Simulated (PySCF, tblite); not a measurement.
# C2H6FO2Si2 radical: geometry, infrared bands and EPR parameters

Wanted: the infrared bands and EPR parameters of C2H6FO2Si2 radical (`O[SiH2]O/C([SiH3])=[C]/F`), by calculation.

The runs use tblite 0.8.0 and PySCF 2.14.0, with density-fitted response routines of our own; the level of theory stands in each step. All values are computed, except where a source is named. Atoms count from 0, in the outputs and in this text.

**1. Starting geometry**

13 atoms, charge 0, multiplicity 2; geometry from: force field or distance geometry start.

Bonds of the start (Å): O0–Si1 1.72, Si1–O2 1.73, O2–C3 1.39, C3–Si4 1.87, C3–C5 1.29, C5–F6 1.36, O0–H7 0.98, Si1–H8 1.48, Si1–H9 1.46, Si4–H10 1.48, Si4–H11 1.46, Si4–H12 1.47.

**2. Optimising the geometry with GFN2-xTB**

The job: settings as JSON, then the geometry in Å.

```
{"job": {"kind": "relax", "xc": "GFN2-xTB", "basis": "xTB"}, "charge": 0, "multiplicity": 2}
O      2.360800    -0.877400     0.947800
Si     1.907500     0.239900    -0.279600
O      0.515200    -0.386000    -1.095200
C     -0.688300     0.268400    -0.836900
Si    -2.031500    -0.702800     0.035900
C     -0.823000     1.504800    -1.186600
F     -1.917900     2.280800    -0.997300
H      3.040900    -1.489500     0.584200
H      1.593200     1.531400     0.360300
H      3.052100     0.414100    -1.167600
H     -3.361500    -0.165800    -0.332500
H     -1.768200    -0.516100     1.464400
H     -1.883600    -2.101400    -0.375800
```

Run with:

```
> OMP_NUM_THREADS=1 python probes_run.py task.json out
```

The driver reads the jobs from task.json and runs them one after another.

**Question.** This job is followed by: GFN2-xTB harmonic vibrations, gas phase; UKS B3LYP, pcH-1 on C F H O Si, non-relativistic, mean-field spin-orbit, GIAO. What will the session give for the following? strongest single infrared mode (GFN2-xTB); zero-point energy (GFN2-xTB); g(iso) (B3LYP); ⟨S²⟩; largest a(iso) (averaged by class); potential on the surface of density 0.002 e/bohr³, 1st and 99th percentile.

The runs gave:

| quantity | value |
| --- | --- |
| strongest single infrared mode (GFN2-xTB) | 1190 cm⁻¹, 450 km/mol |
| zero-point energy (GFN2-xTB) | 43.6 kcal/mol |
| g(iso) (B3LYP) | 2.00329 |
| ⟨S²⟩ | 0.760 (exact 0.75) |
| largest a(iso) (averaged by class) | 13C on C5, 466.0 MHz |
| potential on the surface of density 0.002 e/bohr³, 1st and 99th percentile | -1.25 V and 2.41 V |

Over 73 steps the energy fell by 0.702 eV; of the close pairs, O0–Si1 changed most, 1.721 to 1.617 Å. No mode is imaginary among the 33: a minimum at this level. The strongest single mode, at 1190 cm⁻¹, moves mainly O2 and C3. Unscaled tight-binding wavenumbers are off by several per cent, some by more. Its intensities can rank the bands wrongly. C5 carries the largest spin population, 0.90 e. The isotropic g lies 1.0 ppt above the free-electron value.
